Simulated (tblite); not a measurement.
# C27H16: the cost of one run

Computed with tblite 0.8.0 and PySCF 2.14.0 and routines of our own; the level stands in each step. Atoms count from 0.

## 1. The starting structure

43 atoms, charge 0, multiplicity 1; geometry from: force field, distance geometry or constructed start.

## 2. Optimising the geometry with GFN2-xTB

What the job is given:

```
{"job": {"kind": "relax", "xc": "GFN2-xTB", "basis": "xTB"}, "charge": 0, "multiplicity": 1}
C      0.004900    -0.001800     0.094000
C      1.293800    -0.051100     0.088800
C      2.190400     0.814200    -0.693800
C      1.928300     1.850400    -1.589100
C      3.021700     2.479600    -2.172300
C      4.334200     2.081000    -1.877600
C      4.586800     1.040500    -0.978300
C      3.508100     0.408600    -0.382800
C      3.461700    -0.696200     0.575900
C      4.482100    -1.415100     1.168800
C      4.148000    -2.434000     2.065100
C      2.804200    -2.724000     2.367600
C      1.766100    -1.998200     1.779600
C      2.112200    -0.994800     0.883800
C     -1.299300     0.058700     0.095500
C     -2.117000     0.879300     1.007700
C     -1.779700     1.755600     2.020400
C     -2.822200     2.386800     2.697800
C     -4.163200     2.146700     2.356600
C     -4.488900     1.258700     1.325200
C     -3.464300     0.627700     0.647100
C     -3.502500    -0.334300    -0.455700
C     -4.576500    -0.877800    -1.126200
C     -4.329200    -1.798000    -2.165800
C     -3.007800    -2.146400    -2.507700
C     -1.924500    -1.601700    -1.826400
C     -2.179500    -0.698700    -0.811600
H      0.913300     2.152200    -1.811600
H      2.856900     3.294400    -2.880600
H      5.173700     2.592400    -2.346700
H      5.609000     0.741500    -0.753100
H      5.522900    -1.200400     0.944600
H      4.939000    -3.010400     2.540600
H      2.575600    -3.519900     3.074200
H      0.733700    -2.217800     2.001000
H     -0.744100     1.943100     2.280100
H     -2.593200     3.084300     3.500400
H     -4.954600     2.655800     2.896000
H     -5.529100     1.073800     1.066800
H     -5.604900    -0.613700    -0.876300
H     -5.157100    -2.237100    -2.705200
H     -2.831500    -2.865200    -3.310500
H     -0.897000    -1.871800    -2.095700
```

Command:

```sh
$ OMP_NUM_THREADS=2 python large_run.py task.json out
```

One launch serves the whole session: the jobs run in the order shown.

**Question.** How long does this first job take on 2 threads of Intel Xeon at 2.50GHz, shared host, and how much memory does it need?

About 4.1 s, with a peak of 0.18 GiB.
